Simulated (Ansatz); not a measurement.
**Isostructural GaFe3, GaNi3, GaCu3: table of trends from a Python script**

The task is a table of trends, for isostructural GaFe3, GaNi3, GaCu3.

Program: the Python package of Ansatz 0.2.0. Level of theory: DFT PBEsol, plane waves, PAW. These are calculated values, not measurements.

### Step 1. The structure

GaFe3 Pm-3m: Symmetry: Pm-3m, No. 221, cubic system. The conventional cell has a = 3.701 Å, b = 3.701 Å, c = 3.701 Å, α = 90.00°, β = 90.00°, γ = 90.00°. Ga (site symmetry m-3m) has 12 Fe at 2.62 Å as nearest neighbours. Fe (site symmetry 4/mmm) has 8 Fe at 2.62 Å and 4 Ga at 2.62 Å as nearest neighbours.

GaNi3 Pm-3m: The structure is cubic, space group Pm-3m (No. 221). Conventional cell: a = 3.537 Å, b = 3.537 Å, c = 3.537 Å, α = 90.00°, β = 90.00°, γ = 90.00°. Around Ga (site symmetry m-3m) lie 12 Ni at 2.50 Å. Ni (site symmetry 4/mmm) has 4 Ga at 2.50 Å and 8 Ni at 2.50 Å as nearest neighbours.

GaCu3 Pm-3m: It takes space group Pm-3m (No. 221, cubic). Conventional cell: a = 3.645 Å, b = 3.645 Å, c = 3.645 Å, α = 90.00°, β = 90.00°, γ = 90.00°. Ga (site symmetry m-3m) is surrounded by 12 Cu at 2.58 Å. Around Cu (site symmetry 4/mmm) lie 4 Ga at 2.58 Å and 8 Cu at 2.58 Å.

The script holds or builds the structure itself.

### Step 2. The script

Contents of trend.py:

```python
"""Trends along isostructural compounds in space group Pm-3m, after relaxing cells and atoms."""

import ansatz as az
from ase import Atoms
import numpy as np
from tabulate import tabulate

SETTINGS = {
    "cutoff": 420,
    "kspacing": 0.16,
    "occupations": "fermi_dirac",
    "smearing_width": 0.1,
}

POLARISED = {"GaFe3", "GaNi3"}


def run_phase(name, crystal):
    calc = (
        crystal.calculation()
        .functional(az.Functional.PBESOL)
        .basis(SETTINGS["cutoff"])
        .kpoints(spacing=SETTINGS["kspacing"])  # the mesh must be finer for metals
        .occupations(SETTINGS["occupations"], width=SETTINGS["smearing_width"])  # smearing steadies the SCF of a metal
        .stress()
        .band_table()  # levels at the mesh points
    )
    if name in POLARISED:
        calc = calc.spin("collinear")
    calc = calc.relax(force_tolerance=0.02, max_steps=60, cell=True)
    return calc.run()


def volume_per_atom(outcome):
    return abs(np.linalg.det(outcome.lattice.cell_ang)) / len(outcome.lattice.sites)


def main() -> None:
    phases = {}
    gafe3 = (
        az.Lattice.cubic(3.701)
        .space_group(221)
        .atom("Ga", [0.0, 0.0, 0.0])
        .atom("Fe", [0.0, 0.5, 0.5])
        .moments(Fe=3.5)
    )
    phases["GaFe3"] = gafe3
    atoms = Atoms(
        ["Ga", "Ni", "Ni", "Ni"],
        scaled_positions=[
            [0.0, 0.0, 0.0],
            [0.5, 0.0, 0.5],
            [0.0, 0.5, 0.5],
            [0.5, 0.5, 0.0],
        ],
        cell=[
            [3.536538, 0.0, 0.0],
            [0.0, 3.536538, 0.0],
            [0.0, 0.0, 3.536538],
        ],
        pbc=True,
    )
    atoms.set_initial_magnetic_moments([0.0, 1.5, 1.5, 1.5])
    gani3 = az.Crystal.from_ase(atoms)
    phases["GaNi3"] = gani3
    gacu3 = (
        az.Lattice.of([3.645395, 0.0, 0.0], [0.0, 3.645395, 0.0], [0.0, 0.0, 3.645395])
        .atom("Ga", [0.0, 0.0, 0.0])
        .atom("Cu", [0.5, 0.0, 0.5])
        .atom("Cu", [0.5, 0.5, 0.0])
        .atom("Cu", [0.0, 0.5, 0.5])
    )
    phases["GaCu3"] = gacu3

    done = {}
    for name, crystal in phases.items():
        try:
            done[name] = run_phase(name, crystal)
        except az.NonConvergedError as error:
            print(name, "did not converge:", str(error)[:120])

    rows = [(name, volume_per_atom(o), abs(o.report["magnetization_mub"])) for name, o in done.items()]
    print(tabulate(rows, headers=["compound", "V (A^3/atom)", "M (muB/cell)"], floatfmt=".4f", tablefmt="plain"))


if __name__ == "__main__":
    main()
```

### Step 3. What the engine is handed

The engine receives this input (first run):

```yaml
crystal:
  lattice:
    bravais: cubic
    a: 3.701
  space_group: 221
  atoms:
    - { symbol: Ga, position: [0.0, 0.0, 0.0] }
    - { symbol: Fe, position: [0.0, 0.5, 0.5] }
basis:
  ecutwfc: 420.0
kpoints:
  mp_grid:
    kspacing: 0.16
hamiltonian:
  xc: pbesol
magnetization:
  spin_polarized: true
  per_species:
    Fe: 3.5
scf:
  occupations:
    method: fermi_dirac
    width: 0.1
relax:
  f_tol: 0.02
  max_steps: 60
  cell: {}
output:
  stress: true
  eigenvalues: true
```

### Step 4. The run

Started as:

```
$ python trend.py
```

Log:

```text
RunWarning: the starting moments were not kept: the SCF closed with an absolute magnetisation of 4.3e-4 μB, where they sum to 4.5 μB in size (3 sites). That is at most 0.1 of that sum. The system's moment may be that small; this SCF shows only that its start led to no larger one. To try another start: change the starting moments (crystal.atoms[].spin, magnetization.per_species, magnetization.initial_magnetization, or on a non-collinear deck that types none of these the spinor_matrix: blocks that start its atoms; where the total moment is fixed, keep their sum and leave initial_magnetization as it is; typed ones take the place of any that the run laid by itself, positive ones on a crystal's [...]
compound      V (A^3/atom)    M (muB/cell)
GaFe3              11.6256          6.7367
GaNi3              10.9897          0.0001
GaCu3              12.0122          0.0000
```

(Warnings from the package without file and line, shortened, repeats left out.)

It took 4.8 min on 1 thread of Arm Neoverse V1, shared host; peak memory 0.62 GiB.

### Step 5. What changed from run to run

The engine's inputs for the other runs:

Run 2, against run 1:

```diff
@@ -3,3 +3,3 @@
-    bravais: cubic
-    a: 3.701
-  space_group: 221
+    - [3.536538, 0.0, 0.0]
+    - [0.0, 3.536538, 0.0]
+    - [0.0, 0.0, 3.536538]
@@ -7,2 +7,4 @@
-    - { symbol: Ga, position: [0.0, 0.0, 0.0] }
-    - { symbol: Fe, position: [0.0, 0.5, 0.5] }
+    - { symbol: Ga, position: [0.0, 0.0, 0.0], spin: 0.0 }
+    - { symbol: Ni, position: [0.5, 0.0, 0.5], spin: 1.5 }
+    - { symbol: Ni, position: [0.0, 0.5, 0.5], spin: 1.5 }
+    - { symbol: Ni, position: [0.5, 0.5, 0.0], spin: 1.5 }
@@ -18,2 +19,0 @@
-  per_species:
-    Fe: 3.5
```

Run 3, against run 1:

```diff
@@ -3,3 +3,3 @@
-    bravais: cubic
-    a: 3.701
-  space_group: 221
+    - [3.645395, 0.0, 0.0]
+    - [0.0, 3.645395, 0.0]
+    - [0.0, 0.0, 3.645395]
@@ -8 +8,3 @@
-    - { symbol: Fe, position: [0.0, 0.5, 0.5] }
+    - { symbol: Cu, position: [0.5, 0.0, 0.5] }
+    - { symbol: Cu, position: [0.5, 0.5, 0.0] }
+    - { symbol: Cu, position: [0.0, 0.5, 0.5] }
@@ -16,4 +17,0 @@
-magnetization:
-  spin_polarized: true
-  per_species:
-    Fe: 3.5
```

### Step 6. What each run gave

One row for each of the 3 runs:

| run | system | spin polarised | energy (eV/atom) | final volume (Å³/atom) | pressure (GPa) | moment (μB/cell) | SCF cycles in all | CPU time (s) |
| --- | --- | --- | --- | --- | --- | --- | --- | --- |
| 1 | GaFe3 (4 atoms) | yes | -4272.5819 | 11.63 | -0.02 | 6.74 | 49 | 100 |
| 2 | GaNi3 (4 atoms) | yes | -5289.8647 | 10.99 | 0.01 | 0.00 | 59 | 150 |
| 3 | GaCu3 (4 atoms) | not set | -5877.4993 | 12.01 | 0.01 | 0.00 | 26 | 30 |

Energies are free energies F = E - TS of the smeared occupations. Totals carry meaning only in balanced differences at one level of theory.

### Step 7. The relaxation of run 2, step by step

The steps of the relaxation:

```csv
step,E - E(step 1) (eV/cell),largest force component (eV/Å),pressure (GPa),volume (Å³)
1,0.0000,0.0000,-1.25,44.23
2,-0.0009,0.0000,-0.57,44.08
3,-0.0012,0.0000,0.01,43.96
4,-0.0011,0.0000,0.01,43.96
```

Step 1 is the start. Step 4 repeats the geometry before it on a plane-wave basis chosen anew for that cell, so its energy need not be comparable with the rows above.

|  | before | after | change |
| --- | --- | --- | --- |
| a (Å) | 3.537 | 3.529 | -0.2 % |
| b (Å) | 3.537 | 3.529 | -0.2 % |
| c (Å) | 3.537 | 3.529 | -0.2 % |
| volume (Å³/atom) | 11.06 | 10.99 | -0.6 % |
| shortest distance (Å) | 2.501 | 2.496 | -0.2 % |
| space group (0.01 Å) | Pm-3m | Pm-3m | same |

Forces and stress were held to the start's 48 operations: a distortion of lower symmetry was not tested.

### Step 8. How the relaxation of run 3 went

The steps of the relaxation:

| step | energy from step 1 (eV/cell) | largest force component (eV/Å) | pressure (GPa) | volume (Å³) |
| --- | --- | --- | --- | --- |
| 1 | 0.0000 | 0.0000 | -1.21 | 48.44 |
| 2 | -0.0014 | 0.0000 | -0.51 | 48.21 |
| 3 | -0.0017 | 0.0000 | 0.01 | 48.05 |
| 4 | -0.0015 | 0.0000 | 0.01 | 48.05 |

Step 1 is the start. Step 4 repeats the geometry before it on a plane-wave basis chosen anew for that cell, so its energy need not be comparable with the rows above.

|  | before | after | change |
| --- | --- | --- | --- |
| a (Å) | 3.645 | 3.635 | -0.3 % |
| b (Å) | 3.645 | 3.635 | -0.3 % |
| c (Å) | 3.645 | 3.635 | -0.3 % |
| volume (Å³/atom) | 12.11 | 12.01 | -0.8 % |
| shortest distance (Å) | 2.578 | 2.571 | -0.3 % |
| space group (0.01 Å) | Pm-3m | Pm-3m | same |

Forces and stress were held to the start's 48 operations: a distortion of lower symmetry was not tested.

### Step 9. Summary of results

| quantity | value |
| --- | --- |
| runs compared | 3 |
| GaFe3 (run 1): relaxed volume, space group | 11.63 Å³/atom, Pm-3m |
| GaNi3 (run 2): relaxed volume, space group | 10.99 Å³/atom, Pm-3m |
| GaCu3 (run 3): relaxed volume, space group | 12.01 Å³/atom, Pm-3m |

**Reading.** By relaxed volume an atom the order is GaNi3 (run 2) < GaFe3 (run 1) < GaCu3 (run 3). The dearest, run 2 (GaNi3 (4 atoms)), took some 4.9 times as long as run 3 (GaCu3 (4 atoms)). In run 2, the volume shrank by 0.6 % over 2 moves, and the space group stayed Pm-3m. In run 3, over 2 moves the cell shrank by 0.8 % in volume, and the space group stayed Pm-3m. The SCF didn't keep the moments it started from (some shrank, vanished or turned); what is printed is the state reached. Some members of the series are computed structures and not known phases. Magnetic phases start from parallel moments and may not end in their lowest magnetic state. The starting moments were not kept in at least one run, so it stands on a weaker or other magnetic state than the one typed.
